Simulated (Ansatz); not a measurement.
Runs of Ansatz 0.2.0 on NiMoIrPdW. It takes space group Cm (No. 8, monoclinic). Conventional cell: a = 4.689 Å, b = 2.863 Å, c = 11.144 Å, α = 90.00°, β = 101.20°, γ = 90.00°. Ni (site symmetry m) is surrounded by 3 Ir at 2.59 to 2.61 Å and 3 Pd at 2.67 to 2.68 Å and 6 Ni at 2.75 to 2.86 Å. Mo (site symmetry m) has 3 Ir at 2.68 Å and 6 Mo at 2.75 to 2.86 Å and 2 W at 2.78 Å as nearest neighbours. Pd (site symmetry m) is surrounded by 3 Ni at 2.67 to 2.68 Å and 3 W at 2.74 to 2.75 Å and 6 Pd at 2.75 to 2.86 Å. Ir (site symmetry m) is surrounded by 3 Ni at 2.59 to 2.61 Å and 3 Mo at 2.68 Å and 6 Ir at 2.75 to 2.86 Å. Around W (site symmetry m) lie 3 Pd at 2.74 to 2.75 Å and 6 W at 2.75 to 2.86 Å and 2 Mo at 2.78 Å. The cell was built by a generator and needn't be a form met in nature.

| task | level | potentials or basis | cell | k mesh | cutoff (eV) | points for each segment of the path | gap on the mesh (eV) | pressure (GPa) | moment (μB) | largest force (eV/Å) |
| --- | --- | --- | --- | --- | --- | --- | --- | --- | --- | --- |
| band structure | BLYP | Ansatz PAW | as given | 11 × 11 × 3 | 420 | 14 | none | 11.1 | 0.00 | (a) |
| band structure | LDA | Ansatz PAW | as given | 11 × 11 × 3 | 420 | 14 | none | -14.5 | 0.00 | (c) |
| band structure | r2SCAN | Ansatz PAW | as given | 11 × 11 × 3 | 500 | 14 | none | -4.8 | (b) | 0.13 |
| single point | PBE | PseudoDojo standard (PBE files) | as given | 11 × 11 × 3 | 1333 | - | none | 0.0 | 0.00 | 0.07 |
| relaxation of cell and atoms | BLYP | Ansatz PAW | relaxed | 8 × 8 × 2 | 420 | - | none | 0.0 | 0.00 | - |

Alike in all rows: spin collinear, ferromagnetic start; smearing fermi-dirac 0.05 eV.

Fill in the values left out.

(a) 0.24; (b) 0.48; (c) 0.12.

Caveats: the PAW data sets come from PBE, with cores solved anew for the run's functional, which leaves a small shift of forces and pressure (some runs); the potentials were made for another functional, which shifts forces and pressure (some runs); the magnetic or orbital state may not be the lowest (some runs); the plane-wave basis is chosen anew once the cell has moved, so the energies of steps on either side of that aren't comparable (some runs).

A k mesh can miss the band edges, and the runs leave out spin-orbit coupling on Ir, Mo, Pd, W.

A gap of «none» marks a metal or a gap under the smearing width.

Not every run made on this cell is shown here.
